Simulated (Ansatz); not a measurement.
Crystal: CdF.

```
CELL_PARAMETERS angstrom
0.00000 2.53120 2.53120
2.53120 0.00000 2.53120
2.53120 2.53120 0.00000
ATOMIC_POSITIONS crystal
Cd 0.00000 0.00000 0.00000
F 0.50000 0.50000 0.50000
```

The cell was built by a generator and needn't be a form met in nature.

```yaml
Program: Ansatz 0.2.0
Task: single point
Functional: PBE
Potentials_or_basis: all-electron LAPW, scalar-relativistic
Cutoff: 264 eV (chosen from the basis error)
Basis_error_allowed: 0.001 eV/atom
k_mesh: 9 × 9 × 9
Occupations: fermi-dirac, width 0.05 eV
Spin: no spin polarisation
```

On this cell: pressure 4.3 GPa; largest force zero by symmetry; band gap on the k mesh none (metal or under the smearing width).

The same run follows on a disturbed copy (atoms moved at random, drawn with an rms of 0.05 Å):

```
Cd F
1.0
     0.00000    2.53120    2.53120
     2.53120    0.00000    2.53120
     2.53120    2.53120    0.00000
Cd F
1 1
Direct
  0.00027 0.00108 0.00094
  0.49085 0.49756 0.51831
```

Question: What changes?

Answer: The energy (extrapolated to zero smearing) moves by +0.4 meV/atom; pressure 4.4 GPa; largest force 0.033 eV/Å; band gap on the k mesh none (metal or under the smearing width).

Forces in eV/Å, atoms in the order of the input:
```
Cd   0.023  0.013 -0.021
F   -0.023 -0.013  0.021
```

Caveats: an odd number of electrons without spin polarisation forces a metal; a magnetic or distorted state may lie lower.
